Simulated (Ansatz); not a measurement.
**GeH3 (doublet): from Hartree-Fock to the top rungs at scale of all distances = 0.882, 6-31G**

How much of the correlation energy of GeH3 (doublet) does each wave-function method recover here?

Program: Ansatz 0.2.0, Gaussian basis. Level of theory: 6-31G, core rule «outside noble gas», up to 14 orbitals frozen. These are calculated values, not measurements.

Plan: UHF; CCSD(T) on ROHF; CCSD(T) on UHF; BCCD(T) on ROHF; CISD; CCSDT(Q) on ROHF; CCSDT(Q) on UHF; CASSCF and MRCISD+Q, 3 electrons in 3 orbitals; CASSCF and NEVPT2, 3 electrons in 3 orbitals; CASSCF and MRCISD+Q, 7 electrons in 7 orbitals; CASSCF and NEVPT2, 7 electrons in 7 orbitals; Full CI.

20 further runs of the same task are left out: 2 for a known fault of the program, 12 that didn't finish, 6 set aside as unsound or not needed.

## (1) What is computed

The geometry derives from a PBE0/def2-TZVP stationary point (not a proven minimum). All distances are scaled together. No spin-orbit coupling is included. The filled d shell of Ge may be among the frozen orbitals whatever the setting's name suggests; the logs give the count.

4 atoms, charge 0, spin multiplicity 2.

Atoms are counted from 1 here; the program's logs count them from 0.

Bond lengths: Ge1–H2 1.357 Å, Ge1–H3 1.357 Å, Ge1–H4 1.357 Å. Angles: H2–Ge1–H3 111.2°, H2–Ge1–H4 111.2°, H3–Ge1–H4 111.2°.

Geometry (Å):

```csv
atom,x (Å),y (Å),z (Å)
Ge1,0.0000,0.0000,-0.0165
H2,1.2921,0.0149,0.3992
H3,-0.6600,1.1123,0.3955
H4,-0.6343,-1.1270,0.3959
```

## (2) UHF

The input, in.yaml:

```yaml
crystal:
  periodic: [false, false, false]
  atoms:
    - {symbol: Ge, position_ang: [0.000030, -0.000002, -0.016520]}
    - {symbol: H, position_ang: [1.292135, 0.014896, 0.399169]}
    - {symbol: H, position_ang: [-0.659987, 1.112284, 0.395492]}
    - {symbol: H, position_ang: [-0.634291, -1.127001, 0.395874]}
basis:
  gaussian: {orbitals: 6-31G}
magnetization: {spin_polarized: true, initial_magnetization: 1}
hamiltonian: {xc: hf}
output: {orbitals: {seedname: orbitals}}
```

On the command line:

```
ansatz run in.yaml --threads 1 --pin off --events-out ev --progress --plain --max-ram 2393MiB
```

The runs that follow: CCSD(T) on ROHF; CCSD(T) on UHF; BCCD(T) on ROHF; CISD; CCSDT(Q) on ROHF; CCSDT(Q) on UHF; CASSCF and MRCISD+Q, 3 electrons in 3 orbitals; CASSCF and NEVPT2, 3 electrons in 3 orbitals; CASSCF and MRCISD+Q, 7 electrons in 7 orbitals; CASSCF and NEVPT2, 7 electrons in 7 orbitals; Full CI.

Q: Predict the results of all the runs planned. Wanted: FCI below the RHF energy; RMP2 from FCI; UMP2 from FCI; RCCSD from FCI; RCCSD(T) from FCI; UCCSD(T) from FCI; RCCSDT(Q) from FCI; UCCSDT(Q) from FCI; NEVPT2 pair from FCI.

As calculated:

| quantity | value |
| --- | --- |
| FCI below the RHF energy | -1.7497 eV |
| RMP2 from FCI | +481.9 meV |
| UMP2 from FCI | +473.3 meV |
| RCCSD from FCI | +24.6 meV |
| RCCSD(T) from FCI | +6.6 meV |
| UCCSD(T) from FCI | +5.1 meV |
| RCCSDT(Q) from FCI | 0.0 meV |
| UCCSDT(Q) from FCI | -1.5 meV |
| NEVPT2 pair from FCI | +402.8 meV |
| MRCISD+Q pair from FCI | -4.1 meV |
| NEVPT2 valence from FCI | +165.6 meV |
| levels within 1 kcal/mol (43 meV) | RCCSD, UCCSD, RCCSD(T), UCCSD(T), BCCD(T), RCCSDT, UCCSDT, RCCSDT(Q), UCCSDT(Q), MRCISD pair, MRCISD+Q pair, MRCISD valence, MRCISD+Q valence |
| T1 diagnostic | 0.012 |
| effectively unpaired electrons | 1.01 |

RCCSD(T) misses by +6.6 meV, 0.4 % of the correlation energy. MRCISD+Q pair falls below full CI: the +Q correction isn't variational, and the cores differ from full CI's. One determinant dominates. Of the multireference levels listed MRCISD+Q pair comes nearest in total energy (-4.1 meV), which doesn't show that its space is the better one. These misses are within one basis, not against nature; the frozen cores of restricted and unrestricted runs differ, which can shift their rows.
